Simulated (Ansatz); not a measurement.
# C2H4B2: vertical ionisation energy

An exercise on one series of results from a longer session: the logs are not shown, and one member is left open.

Method: unrestricted cation, the program's frozen cores in correlated methods; program: Ansatz 0.2.0, Gaussian basis.

The runs, in order: UKS PBE-D4/def2-TZVPP; UKS r2SCAN-D4/def2-TZVPP; UKS PBE0-D4/def2-TZVPP; UKS B3LYP-D4/def2-TZVPP; UKS wB97X-V/def2-TZVPP; UKS wB97M-V/def2-TZVPP; UKS B2PLYP/def2-TZVPP; UHF-MP2/def2-TZVPP; UHF-MP2/def2-QZVPP; then −ε(HOMO) from the neutral's earlier runs with LDA (SPW92), PBE-D4, revPBE-D4, BLYP-D4, r2SCAN-D4, B97M-V, PBE0-D4, B3LYP-D4, r2SCANh-D4, r2SCAN0-D4, HSE06-D4, BHLYP-D4, CAM-B3LYP-D4, LC-ωPBE, ωB97X-V, ωB97M-V.

1 further run of the same task is left out (it didn't finish).

## The geometry

An earlier PBE0-D4 in a triple-zeta def2 set relaxation fixed the geometry.

SMILES `BB1C=C1`, 8 atoms, charge 0, spin multiplicity 1.

Atoms are counted from 1 here; the program's logs count them from 0.

Bond lengths: B1–B2 1.627 Å, B1–H5 1.198 Å, B1–H6 1.198 Å, B2–C3 1.487 Å, B2–C4 1.487 Å, C3–C4 1.326 Å, C3–H7 1.081 Å, C4–H8 1.081 Å. Angles: B2–B1–H5 121.7°, B2–B1–H6 121.7°, H5–B1–H6 116.6°, B1–B2–C3 153.5°, B1–B2–C4 153.5°, C3–B2–C4 53.0°, B2–C3–C4 63.5°, B2–C3–H7 154.5°, C4–C3–H7 142.0°, B2–C4–C3 63.5°, B2–C4–H8 154.5°, C3–C4–H8 142.0°.

The first run:

Input file in.yaml:

```yaml
crystal:
  periodic: [false, false, false]
  atoms:
    - {symbol: B, position_ang: [-0.654939, 1.445643, -0.560343]}
    - {symbol: B, position_ang: [-0.013831, 0.047975, -0.028086]}
    - {symbol: C, position_ang: [0.770844, -0.777271, 0.927515]}
    - {symbol: C, position_ang: [0.250166, -1.412512, -0.112859]}
    - {symbol: H, position_ang: [-1.750032, 1.802182, -0.229851]}
    - {symbol: H, position_ang: [-0.055961, 2.170737, -1.302663]}
    - {symbol: H, position_ang: [1.367584, -0.941374, 1.813442]}
    - {symbol: H, position_ang: [0.178267, -2.392381, -0.562954]}
basis:
  gaussian: {orbitals: def2-TZVPP}
total_charge: 1
magnetization: {spin_polarized: true, initial_magnetization: 1}
hamiltonian: {xc: pbe, dispersion: d4}
```

Started as:

```bash
$ ansatz run in.yaml --threads 2 --pin off --events-out ev --progress --plain --max-ram 4352MiB
```

Steps of the session up to this table: Cation, UKS PBE-D4/def2-TZVPP; Cation, UKS r2SCAN-D4/def2-TZVPP; Cation, UKS PBE0-D4/def2-TZVPP; Cation, UKS B3LYP-D4/def2-TZVPP; Cation, UKS wB97X-V/def2-TZVPP; Cation, UKS wB97M-V/def2-TZVPP; Cation, UKS B2PLYP (frozen core)/def2-TZVPP; Cation, UHF-MP2/def2-TZVPP; Cation, UHF-MP2/def2-QZVPP.

One of the session's tables, all rows but one given; the rest of the session is left out.

For comparison, −ε(HOMO) of the neutral from earlier runs:

| functional | −ε(HOMO) (eV) |
| --- | --- |
| LDA (SPW92) | 6.97 |
| PBE-D4 | 6.84 |
| revPBE-D4 | 6.78 |
| BLYP-D4 | 6.70 |
| r2SCAN-D4 | 7.04 |
| B97M-V | 7.12 |
| PBE0-D4 | 8.01 |
| B3LYP-D4 | 7.80 |
| r2SCANh-D4 | 7.48 |
| r2SCAN0-D4 | 8.15 |
| HSE06-D4 | 7.61 |
| BHLYP-D4 | 9.12 |
| CAM-B3LYP-D4 | 9.35 |
| LC-ωPBE | ? |
| ωB97X-V | 10.33 |
| ωB97M-V | 10.20 |

Estimate the missing values for LC-ωPBE.

The run gave: −ε(HOMO) (eV): 10.69. In the column «−ε(HOMO) (eV)» it is the highest.
